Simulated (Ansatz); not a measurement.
Here is an Ansatz input file for CsEuCl₃, space group Pm-3m. Write the same calculation for the Python package.

```yaml
crystal:
  lattice:
    - [5.63314, 0.0, 0.0]
    - [0.0, 5.63314, 0.0]
    - [0.0, 0.0, 5.63314]
  atoms:
    - { symbol: Cs, position: [0.0, 0.0, 0.0] }
    - { symbol: Eu, position: [0.5, 0.5, 0.5], spin: 9.1 }
    - { symbol: Cl, position: [0.5, 0.5, 0.0] }
    - { symbol: Cl, position: [0.5, 0.0, 0.5] }
    - { symbol: Cl, position: [0.0, 0.5, 0.5] }
magnetization:
  spin_polarized: true
kpoints:
  mp_grid: { grid: [4, 4, 4] }
hamiltonian:
  xc: lda
scf:
  occupations: { method: fermi_dirac, width: 0.05 }
output:
  stress: true
  eigenvalues: true
```

Launched from the shell:
```console
$ ansatz run input.yaml --threads 1 --pin off --max-ram 3072MiB --backend cpu --events-out ev --progress --plain --runs-dir out
Warning: where an SCF of this run starts from atoms to list the orders of its open shells, Eu (site 1, from 0) starts with 6.32 μB on its 4f shell and 0.68 μB on its 5d shell, in the place of the 9.10 μB that the deck gives it: its open shells can hold no more by Hund's first rule. To start from spheres of the given moment, type scf.initial_density.shell_occupations: []
Engine: ansatz 0.2.0, aarch64-unknown-linux-gnu
Pseudopotentials: kind: paw
Pseudopotential: Cs, paw, valence charge 9, recommended cutoff 420 eV (normal), Cs.paw.azcp
Pseudopotential: Eu, paw, valence charge 17, recommended cutoff 420 eV (normal), Eu.paw.azcp
Pseudopotential: Cl, paw, valence charge 7, recommended cutoff 420 eV (normal), Cl.paw.azcp
Functional definition: SPW92
  exchange = slater_x
  correlation = pw_c
Crystal: 5 atoms, lattice volume = 178.752 Å³
Basis set: ecut = 420 eV, 3431 PW (Γ)
Bands: 34, of which v1, the nominal top of the filled ones, is band 24 counted from 1 (23 counted from 0)
Symmetry: 48 space group operations
Space group: Pm-3m (ITA 221), of the structure as read, at distance tolerance 5.6e-5 Å
Magnetic group: BNS 221.92 (UNI 1594), of the structure as read, at distance tolerance 5.6e-5 Å
k-points: 10 of 64
Non-local potential: Cs, projectors of the file, l = 0: 3, l = 1: 2, l = 2: 2, l = 3: 2
Non-local potential: Eu, projectors of the file, l = 0: 3, l = 1: 2, l = 2: 2, l = 3: 3
Non-local potential: Cl, projectors of the file, l = 0: 2, l = 1: 2, l = 2: 2
PAW form: soft (Blöchl's): semilocal exchange-correlation on the pseudo side does not see the compensation charge
PAW frozen core: Cs, regenerated for the run's functional, and the local potential with it (the file was generated under x = pbe(κ = 0.804, μ = 0.2195149727645171), c = pbe(β = 0.06672455060314922))
PAW frozen core: Eu, regenerated for the run's functional, and the local potential with it (the file was generated under x = pbe(κ = 0.804, μ = 0.2195149727645171), c = pbe(β = 0.06672455060314922))
PAW frozen core: Cl, regenerated for the run's functional, and the local potential with it (the file was generated under x = pbe(κ = 0.804, μ = 0.2195149727645171), c = pbe(β = 0.06672455060314922))
PAW one-centre angular grid: Cs, 194 points (default); XC on 64 Gauss nodes
PAW one-centre angular grid: Eu, 590 points (default); XC on 64 Gauss nodes
PAW one-centre angular grid: Cl, 110 points (default); XC on 64 Gauss nodes
Initial density: superposition of atomic densities (chi_scale 0.1, normalization cell, long waves kept (reshape's long-wave potential 0.01 eV rms))
Starting moments: Σ|m| = 9.1 μB on 1 of 5 sites
Initial wavefunctions: pseudopotential atomic-orbital guess
Functional: x = slater, c = lda
SCF iter   1: F=—  HF=-17213.174697 eV  |F-HF|=—  |Δ(HF+E_count)|=         —  Δρ=3.38e-2 (↑3.38e-2 ↓1.45e-2)  dr2=3.34e0  dr2_m=6.08e-1  M=6.941 μB ∫|m|=7.055 μB  β_m=0.30  ethr=3.10e-3  ⟨swp⟩=7.9  Hψ=3355  notcnv=0
Mixer restart at iter 1: flushing history
preconditioner: auto → Kerker (q_TF=auto, 2.184 Å⁻¹)  [metal: Δε(μ)=0.006 eV  Ē_g=9.841 eV  σ=0.050 eV  W_gap=0.03  n_scr=26 (ndim 8)  ℏωp=16.9 eV  f_vac=0.011  D(μ)=5.78/eV (n_scr^D=32)]
spin=Collinear: Kerker preconditioning applied to the charge; magnetization (m = ρ↑ − ρ↓) channel mixes plain (no charge-response kernel on spin).
SCF iter   2: F=—  HF=-17213.273295 eV  |F-HF|=—  |Δ(HF+E_count)|=   9.86e-2  Δρ=2.03e-2 (↑2.03e-2 ↓1.03e-2)  dr2=1.79e0  dr2_m=2.27e-1  M=6.931 μB ∫|m|=7.028 μB  β_m=0.49  ethr=3.10e-3  ⟨swp⟩=4.2  Hψ=1403  notcnv=0  defer=29
SCF iter   3: F=—  HF=-17213.444932 eV  |F-HF|=—  |Δ(HF+E_count)|=   1.72e-1  Δρ=1.17e-2 (↑1.17e-2 ↓4.34e-3)  dr2=6.29e-1  dr2_m=6.05e-2  M=6.961 μB ∫|m|=7.047 μB  β_m=0.61  ethr=3.10e-3  ⟨swp⟩=3.3  Hψ=1359  notcnv=0  defer=24
SCF iter   4: F=—  HF=-17213.746363 eV  |F-HF|=—  |Δ(HF+E_count)|=   3.01e-1  Δρ=2.99e-3 (↑2.99e-3 ↓2.87e-3)  dr2=8.45e-2  dr2_m=2.04e-3  M=6.976 μB ∫|m|=7.052 μB  β_m=0.80  ethr=1.34e-3  ⟨swp⟩=4.3  Hψ=1982  notcnv=0  defer=30
SCF iter   5: F=—  HF=-17213.755444 eV  |F-HF|=—  |Δ(HF+E_count)|=   9.08e-3  Δρ=1.05e-3 (↑1.05e-3 ↓7.85e-4)  dr2=7.10e-3  dr2_m=2.84e-4  M=7.000 μB ∫|m|=7.067 μB  β_m=0.90  ethr=1.80e-4  ⟨swp⟩=3.8  Hψ=1623  notcnv=0  defer=50
SCF iter   6: F=—  HF=-17213.758723 eV  |F-HF|=—  |Δ(HF+E_count)|=   3.28e-3  Δρ=4.63e-4 (↑4.63e-4 ↓2.38e-4)  dr2=1.25e-3  dr2_m=4.91e-5  M=6.999 μB ∫|m|=7.067 μB  β_m=0.95  ethr=1.51e-5  ⟨swp⟩=2.6  Hψ=895  notcnv=0  defer=50
SCF iter   7: F=—  HF=-17213.759124 eV  |F-HF|=—  |Δ(HF+E_count)|=   4.01e-4  Δρ=1.45e-4 (↑1.45e-4 ↓7.71e-5)  dr2=2.87e-4  dr2_m=5.18e-6  M=6.998 μB ∫|m|=7.067 μB  β_m=0.98  ethr=2.65e-6  ⟨swp⟩=2.1  Hψ=1099  notcnv=0  defer=50
SCF iter   8: F=—  HF=-17213.759042 eV  |F-HF|=—  |Δ(HF+E_count)|=   8.19e-5  Δρ=1.10e-4 (↑1.10e-4 ↓3.24e-5)  dr2=6.71e-5  dr2_m=4.38e-6  M=6.998 μB ∫|m|=7.067 μB  β_m=0.99  ethr=6.10e-7  ⟨swp⟩=2.2  Hψ=992  notcnv=0  defer=50
SCF iter   9: F=—  HF=-17213.759038 eV  |F-HF|=—  |Δ(HF+E_count)|=   3.77e-6  Δρ=2.45e-5 (↑2.45e-5 ↓1.34e-5)  dr2=5.44e-6  dr2_m=1.79e-7  M=6.998 μB ∫|m|=7.068 μB  β_m=0.99  ethr=1.43e-7  ⟨swp⟩=2.0  Hψ=1213  notcnv=0  defer=50
SCF iter  10: F=—  HF=-17213.759039 eV  |F-HF|=—  |Δ(HF+E_count)|=   8.11e-7  Δρ=2.89e-5 (↑2.89e-5 ↓6.94e-6)  dr2=1.96e-6  dr2_m=2.91e-7  M=6.998 μB ∫|m|=7.068 μB  β_m=0.85  ethr=1.16e-8  ⟨swp⟩=2.3  Hψ=1135  notcnv=0  defer=50
SCF iter  11: F=—  HF=-17213.759039 eV  |F-HF|=—  |Δ(HF+E_count)|=   3.12e-7  Δρ=3.14e-6 (↑3.14e-6 ↓2.97e-6)  dr2=1.33e-7  dr2_m=1.45e-9  M=6.998 μB ∫|m|=7.068 μB  β_m=0.93  ethr=4.16e-9  ⟨swp⟩=2.0  Hψ=1045  notcnv=0  defer=50
iter 12 met the thresholds in force, and the SCF goes on: an eigenvalue changes by 1.76 meV, over its tolerance of 0.50 meV (output.eigenvalues, Limitations)
SCF iter  12: F=-17213.759039 eV  HF=-17213.759039 eV  |F-HF|=6.19e-8  |Δ(HF+E_count)|=   1.20e-7  Δρ=5.84e-6 (↑5.84e-6 ↓1.04e-6)  dr2=7.90e-8  dr2_m=1.32e-8  M=6.998 μB ∫|m|=7.068 μB  β_m=0.96  ethr=2.13e-10  ⟨swp⟩=10.2  Hψ=3873  notcnv=0
iter 13 met the thresholds in force, and the SCF goes on: an eigenvalue changes by 0.72 meV, over its tolerance of 0.50 meV (output.eigenvalues, Limitations)
SCF iter  13: F=-17213.759039 eV  HF=-17213.759039 eV  |F-HF|=1.13e-8  |Δ(HF+E_count)|=   1.75e-9  Δρ=2.43e-6 (↑2.43e-6 ↓3.44e-7)  dr2=1.30e-8  dr2_m=2.21e-9  M=6.998 μB ∫|m|=7.068 μB  β_m=1.00  ethr=1.68e-10  ⟨swp⟩=3.4  Hψ=2183  notcnv=0
Mixer restart at iter 13: flushing history
SCF iter  14: F=-17213.759039 eV  HF=-17213.759039 eV  |F-HF|=4.64e-8  |Δ(HF+E_count)|=   9.16e-9  Δρ=4.04e-6 (↑4.04e-6 ↓5.43e-7)  dr2=3.55e-8  dr2_m=5.40e-9  M=6.998 μB ∫|m|=7.068 μB  ethr=2.76e-11  ⟨swp⟩=3.2  Hψ=2369  notcnv=0
SCF 1 converged in 14 iterations: F = -17213.759039 eV  dr2 = 3.55e-8
  greatest PAW one-centre occupation: 1.000 electrons in one spin orbital (limit 2), on the Eu atom at site 1 (counted from 0), in its partial waves of l = 0
SCF converged after 14 iterations
an eigenvalue changed by more than its tolerance at an iteration that met the thresholds in force, so the SCF went on 2 times, its first undamped step at iteration 13: the last check found none over its tolerance
Magnetization: 6.9985 μB (26.9992 up, 20.0008 down)
Absolute magnetization: 7.0678 μB (∫|ρ↑−ρ↓|, with the PAW one-centre terms)
Spin contamination: 0.0064 ħ² per cell (⟨S²⟩ above its minimum at these occupations)
Per-site moments (μB) at R_I (Å): [(0.003215147250555019, 1.6430829910164402), (6.795216450526106, 1.161835125), (-0.008139641062705085, 1.161835125), (-0.008139641062703755, 1.161835125), (-0.008139641062706829, 1.161835125)]
Free energy (F): -17213.759039 eV
Harris-Foulkes:  -17213.759039 eV  (|F-HF|=4.64e-8)
Internal energy: -17213.756989 eV  (E = F + TS)
E sigma→0 (E₀):  -17213.758014 eV
Entropy (-TS):   -0.002050 eV (-0.410 meV/atom)
Fermi energy:    6.352415 eV
--- Per-component energies (eV) ---
  E_band       = -212.182459
  E_kinetic    = 975.014037
  E_local      = -3920.848412  (includes V_loc(G=0)·N_el)
  E_nonlocal   = 609.699296
  E_hartree    = 1533.113371
  E_xc         = -664.960557
  E_vxc        = -691.859977  (∫ρ·V_xc dr)
  E_paw        = -12971.389661  (= ΣΔE_a)
  E_vpaw       = -250.402354  (= ΣTr[D̂ρ^β])
  E_aug_tail   = 0.000294  (compensation charges beyond the density's cutoff)
  E_ewald      = -2776.362275
  E_core_change = 1.976920  (= ΣΔE_core)
  E_smearing   = -0.002050  (= −TS)
  E_closure    = -0.000000  (closes the sum)
  Σ components = -17213.759039   (vs F -17213.759039, Δ=0.00e0)
--- Stress (GPa, compression-positive) ---
       -2.432188       0.000000       0.000000
        0.000000      -2.432188      -0.000000
        0.000000      -0.000000      -2.432188
  P = ⅓ Tr σ = -2.4322 GPa (-24.322 kbar)
--- Band table (eV; the first three rows and the last of 20) ---
  k-point 0 ↑: bands = ["-35.4464", "-17.4344", "-14.4114", "-14.4114", "-14.4114", "-10.7525", "-10.5385", "-10.5385", "-4.1636", "-4.1636", "-4.1636", "0.7129", "0.7129", "0.7129", "1.3163", "1.3163", "1.3163", "1.5065", "1.5065", "1.5065", "5.9392", "5.9940", "5.9940", "5.9940", "6.0866", "6.0866", "6.0866", "6.4240", "6.9283", "6.9283", "6.9283", "7.8983", "7.8983", "8.9775"]
  k-point 1 ↑: bands = ["-35.4463", "-17.4335", "-14.4771", "-14.4109", "-14.4109", "-10.7060", "-10.5372", "-10.4193", "-4.1594", "-4.1559", "-4.1559", "0.3778", "0.7380", "0.7380", "1.1258", "1.2156", "1.2156", "1.2527", "1.4495", "1.4495", "5.9341", "5.9536", "5.9536", "5.9933", "6.0096", "6.0641", "6.0641", "7.0365", "7.0613", "7.5058", "7.5058", "8.2595", "8.3156", "8.9843"]
  k-point 2 ↑: bands = ["-35.4462", "-17.4325", "-14.5389", "-14.4104", "-14.4104", "-10.6913", "-10.5360", "-10.2670", "-4.1550", "-4.1481", "-4.1481", "-0.0272", "0.7800", "0.7800", "0.9054", "1.0906", "1.0906", "1.1917", "1.4070", "1.4070", "5.9263", "5.9263", "5.9296", "5.9726", "5.9927", "6.0583", "6.0583", "7.1628", "8.1157", "8.1893", "8.2544", "8.2544", "8.8671", "8.9617"]
  k-point 9 ↓: bands = ["-32.5021", "-17.4280", "-12.6197", "-12.6197", "-12.6197", "-9.9616", "-9.9616", "-9.9616", "-4.2271", "-4.2271", "-4.2271", "-0.3898", "0.3540", "0.3540", "0.5710", "0.5710", "0.5710", "1.7740", "1.7740", "1.7740", "8.2821", "8.2821", "8.2821", "8.5292", "10.1519", "10.1519", "10.1519", "10.2060", "10.2060", "10.2060", "10.4548", "10.4548", "10.4548", "10.5636"]
```

`run_deck.py`
```python
import ansatz as az
import numpy as np

inputs = {
    "crystal": {
        "lattice": [[5.63314, 0.0, 0.0], [0.0, 5.63314, 0.0], [0.0, 0.0, 5.63314]],
        "atoms": [
            {"symbol": "Cs", "position": [0.0, 0.0, 0.0]},
            {"symbol": "Eu", "position": [0.5, 0.5, 0.5], "spin": 9.1},
            {"symbol": "Cl", "position": [0.5, 0.5, 0.0]},
            {"symbol": "Cl", "position": [0.5, 0.0, 0.5]},
            {"symbol": "Cl", "position": [0.0, 0.5, 0.5]},
        ],
    },
    "magnetization": {"spin_polarized": True},
    "kpoints": {"mp_grid": {"grid": [4, 4, 4]}},
    "hamiltonian": {"xc": "lda"},
    "scf": {"occupations": {"method": "fermi_dirac", "width": 0.05}},
    "output": {"stress": True, "eigenvalues": True},
}

done = az.Session.from_dict(inputs).plan(threads=1).execute()
data = done.report

print("%-22s %14.5f eV" % ("F = E - TS", data["free_energy_ev"]))
print("%-22s %14.5f eV" % ("E", data["internal_energy_ev"]))
print("%-22s %14.5f eV" % ("Harris-Foulkes", data["harris_foulkes_ev"]))
print("%-22s %14.5f eV" % ("Fermi level", data["fermi_energy_ev"]))

edges = data.get("band_edges_ev")
if edges:
    print(f"band edges on the mesh: {edges[0]:.3f} and {edges[1]:.3f} eV, gap {edges[1] - edges[0]:.3f} eV")
else:
    print("no band edges reported (a metal, or a gap too narrow for this smearing); Fermi level", round(data["fermi_energy_ev"], 3), "eV")

print("pressure by term (GPa)")
for term, tensor in data["stress_terms_gpa"].items():
    if np.any(tensor):
        print(f"  {term:28s} {np.trace(np.array(tensor)) / 3:12.3f}")
print(f"  {'total':28s} {np.trace(np.array(data['stress_gpa'])) / 3:12.3f}")

print(f"net moment {data['magnetization_mub']:.3f} muB, absolute {data['absolute_magnetization_mub']:.3f} muB")
for index, (site, m) in enumerate(zip(done.lattice.sites, data["site_moments_mub"])):
    print(f"  {index:2d} {site.symbol:2s} {m:7.3f}")
```

```console
$ python run_deck.py
DeckWarning: basis.ecutwfc = 420 eV, auto-derived from the records' recommended cutoffs: set by Cs (normal level)
DeckWarning: where an SCF of this run starts from atoms to list the orders of its open shells, Eu (site 1, from 0) starts with 6.32 μB on its 4f shell and 0.68 μB on its 5d shell, in the place of the [...]
F = E - TS               -17213.75904 eV
E                        -17213.75699 eV
Harris-Foulkes           -17213.75904 eV
Fermi level                   6.35241 eV
no band edges reported (a metal, or a gap too narrow for this smearing); Fermi level 6.352 eV
pressure by term (GPa)
  kinetic                           582.611
  hartree                           458.049
  ewald                            -829.495
  local_pseudopotential            -155.284
  nonlocal_pseudopotential           80.482
  augmentation                       28.564
  nlcc                             -143.270
  xc                                -24.110
  augmentation_tail                   0.000
  scf_correction                     -0.003
  pulay_correction                    0.024
  total                              -2.432
net moment 6.998 muB, absolute 7.068 muB
   0 Cs   0.003
   1 Eu   6.795
   2 Cl  -0.008
   3 Cl  -0.008
   4 Cl  -0.008
```
(Warnings from the package without file and line, shortened, repeats left out.)

Total energies depend on the potentials; only differences at equal settings carry meaning. A total without «per atom» is that of the cell as typed. Open f shells: without a Hubbard U, without spin-orbit coupling; the state reached hangs on the start and needn't be the lowest. Semilocal gaps usually lie well under measured ones. Without U the f states sit at the Fermi level and can close a real gap. The zero of the levels is a convention of the potentials, so an absolute Fermi energy is no work function. Pressure is positive in compression. An opening on this mesh may only mean that it misses a point where bands touch. The structure comes from a database of computed cells and needn't be a stable or known phase. Gaps and levels are Kohn-Sham values on a finite set of k-points, without spin-orbit coupling. Wall time of the script: 28 s on 1 thread of Arm Neoverse N1, with other jobs on the host, peak memory 0.55 GiB.

(Lines on the test bed's own set-up are left out of the output.)
